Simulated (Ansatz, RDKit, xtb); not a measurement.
**[C5H9O2]+: ranking a sample of isomers**

A sample of isomers of [C5H9O2]+ (charge +1) is drawn. Aim: find which of them has the lowest free energy at 298.15 K, then its properties. The sample is small against all isomers, and the most stable one of this formula need not be in it.

Plan: many cheap relaxations first (GFN2-xTB), then density-functional screening, relaxation at B3LYP-D3(BJ)/def2-SVP, vibrations (at GFN2-xTB) and a final energy. The numbers are computed, not measured.

## 1. Possible bonding patterns

Isomers were taken from a list of plausible structures; this is a sample, not all of them. That gives 7 candidates.

```
label              SMILES     spin
 c067        CC[C+]1OCCO1  singlet
 c090  C[C+]1OC[C@H](C)O1  singlet
 c109   CO[C@H](C)CC#[O+]  singlet
 c250         CCCOCC#[O+]  singlet
 c760        C[C+]1OCCCO1  singlet
 c949         COCCCC#[O+]  singlet
 c992       CC(C)OCC#[O+]  singlet
```

Candidates are built by distance geometry, with a force field where one applies, in up to four conformers (letters a to d).

Q: Predict the outcome of this search (final energies at CCSD(T)/def2-SVP + MP2/def2-TZVPP - MP2/def2-SVP).

| quantity | value |
| --- | --- |
| lowest structure found | C[C+]1OC[C@H](C)O1, singlet |
| next finalist | C[C+]1OCCCO1, singlet, 2.8 kcal/mol higher in G |
| share at equilibrium, among the finalists | 99.1 % |

The search ends on `C[C+]1OC[C@H](C)O1`. The margin, 2.8 kcal/mol, is modest. HF/STO-3G, r2SCAN-D4/def2-SVP and MP2/def2-SVP already put its bonding pattern lowest among the structures in one piece; GFN2-xTB, B3LYP-D3(BJ)/def2-SVP and HF/def2-SVP favour the singlet C[C+]1OCCCO1. Lowest found is not proven lowest: the search is finite, and each finalist counts with one conformer. Only 7 drawn patterns were tried, so whole families of isomers are missing, and the result ranks this sample alone.
